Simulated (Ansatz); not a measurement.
**CH₂O₂Te: a ladder of functionals and wavefunction methods**

The task here is to estimate one member of a computed series from the others.

The runs use Ansatz 0.2.0, Gaussian basis; functionals in def2-TZVPP, the program's frozen cores in correlated methods.

Levels to be run: LDA (SPW92), PBE-D4, revPBE-D4, BLYP-D4, r2SCAN-D4, B97M-V, PBE0-D4, B3LYP-D4, r2SCANh-D4, r2SCAN0-D4, HSE06-D4, BHLYP-D4, CAM-B3LYP-D4, LC-ωPBE, ωB97X-V, ωB97M-V, B2PLYP, PBE-QIDH; CCSD(T)/def2-SVP; CCSD(T)/def2-TZVPP; MP2/def2-QZVPP; extrapolation to the limit; RPA on PBE.

## Structure used throughout

An earlier PBE0-D4 in a triple-zeta def2 set relaxation fixed the geometry. Te takes the def2 core potential; no spin-orbit term is included.

6 atoms, charge 0, spin multiplicity 1.

Atoms are counted from 1 here; the program's logs count them from 0.

Bond lengths: O1–C2 1.191 Å, C2–O3 1.341 Å, C2–Te4 2.134 Å, O3–H5 0.970 Å, Te4–H6 1.654 Å. Angles: O1–C2–O3 124.8°, O1–C2–Te4 126.7°, O3–C2–Te4 108.4°, C2–O3–H5 107.1°, C2–Te4–H6 90.2°.

The first run:

Contents of in.yaml:

```yaml
crystal:
  periodic: [false, false, false]
  atoms:
    - {symbol: O, position_ang: [-0.175192, -0.702451, 1.165430]}
    - {symbol: C, position_ang: [0.171383, -0.195685, 0.145401]}
    - {symbol: O, position_ang: [1.356647, -0.399281, -0.447052]}
    - {symbol: Te, position_ang: [-0.953394, 1.169729, -1.047837]}
    - {symbol: H, position_ang: [1.850467, -1.021524, 0.110449]}
    - {symbol: H, position_ang: [-2.207811, 1.085211, 0.027408]}
basis:
  gaussian: {orbitals: def2-TZVPP}
hamiltonian: {xc: lda}
output: {orbitals: {seedname: orbitals}}
```

Started as:

```console
> ansatz run in.yaml --threads 2 --pin off --events-out ev --progress --plain --max-ram 4352MiB
```

Among the steps run: LDA; PBE-D4 (GGA); revPBE-D4 (GGA); BLYP-D4 (GGA); r2SCAN-D4 (meta-GGA); B97M-V (meta-GGA); B3LYP-D4 (hybrid); r2SCANh-D4 (hybrid); r2SCAN0-D4 (hybrid); HSE06-D4 (hybrid); BHLYP-D4 (hybrid); CAM-B3LYP-D4 (range-separated); LC-ωPBE (range-separated); ωB97X-V (range-separated); ωB97M-V (range-separated); B2PLYP (double hybrid); PBE-QIDH (double hybrid).

One table of the session follows, with a row left open; its other results are not shown here.

It belongs to the step «Frontier levels by functional». 

```
  functional  HOMO (eV)  gap (eV)
 LDA (SPW92)      -5.96      3.89
      PBE-D4      -5.80      3.90
   revPBE-D4      -5.74      3.93
     BLYP-D4      -5.64      3.82
   r2SCAN-D4      -6.06      4.34
      B97M-V      -6.04      4.30
     PBE0-D4          ?         ?
    B3LYP-D4      -6.66      5.30
  r2SCANh-D4      -6.46      5.02
  r2SCAN0-D4      -7.05      6.04
    HSE06-D4      -6.48      5.00
    BHLYP-D4      -7.80      7.51
CAM-B3LYP-D4      -8.12      8.00
     LC-ωPBE      -9.41     10.46
     ωB97X-V      -9.08     10.01
     ωB97M-V      -8.97      9.73
```

Q: Estimate the row for PBE0-D4 from the others.

The run gave: HOMO (eV): -6.87; gap (eV): 5.77. In the column «HOMO (eV)» it lies between r2SCAN0-D4 (-7.05) and B3LYP-D4 (-6.66).
